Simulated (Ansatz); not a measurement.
Working through a scan of frozen spin spirals of Co, space group P-3m1

Computed with Ansatz 0.2.0, Python API.

The cells in order, each with its output:

In [1]:
```python
import ansatz as az
import numpy as np
```

In [2]:
```python
cell = (
    az.Lattice.of((2.487365, 0.0, 0.0), (-1.243682, 2.154121, 0.0), (0.0, 0.0, 4.06329))
    .atom("Co", (2 / 3, 1 / 3, 0.259861), moment=2.5, axis=(1, 0, 0))
    .atom("Co", (1 / 3, 2 / 3, 0.740139), moment=2.5, axis=(1, 0, 0))
)
job = cell.calculation()
job = job.functional("lda")
job = job.kpoints(spacing=0.4)
job = job.occupations(az.OccupationsMethod.FERMI_DIRAC).spin("noncollinear")
# q in fractions of the reciprocal vectors; the moments turn in the xy plane
rows = []
for q in [0, 0.1, 0.25, 0.5]:
    data = job.spin_spiral(tuple(q * np.eye(3)[2])).run(threads=1).report
    rows.append((q, data["free_energy_ev"], float(np.linalg.norm(data["site_moments_nc_mub"], axis=1).max()), data["n_kpoints"]))
rows = [(q, 1000 * (e - rows[0][1]), m, nk) for q, e, m, nk in rows]
print("             q  F - F(q=0) meV  largest moment muB        k-points")
for row in rows:
    print(f"{str(row[0]):>14s}  {row[1]:14.2f}  {row[2]:18.3f}  {row[3]:14d}")
```
```text
DeckWarning: basis.ecutwfc = 420 eV, auto-derived from the records' recommended cutoffs: set by Co (normal level)
RunWarning: the starting moments' order was not kept: 1 of 2 changed their angle to site 0 by over 35° and 1, that site among them, did not, counting a site from 0.1 of the cell's largest site [...]
             q  F - F(q=0) meV  largest moment muB        k-points
             0            0.00               1.646              35
           0.1            8.84               1.634              35
          0.25           53.93               1.569              35
           0.5          152.41               1.408              35
```

Reading the output:
- The SCF didn't keep the moments it started from (some shrank, vanished or turned); what is printed is the state reached.
- The mesh is modest for a metal, so energies can be off by several to tens of meV an atom and pressures by half a GPa or more; differences at equal mesh fare better.
- This isn't the structure that Co takes at ambient conditions.
- Warnings are shown shortened and without file and line.
- Spirals without spin-orbit coupling; moments are free to shrink along the scan.
- Finished in 66 s on 1 thread of Arm Neoverse V2, with other jobs on the host, peak memory 0.4 GiB.
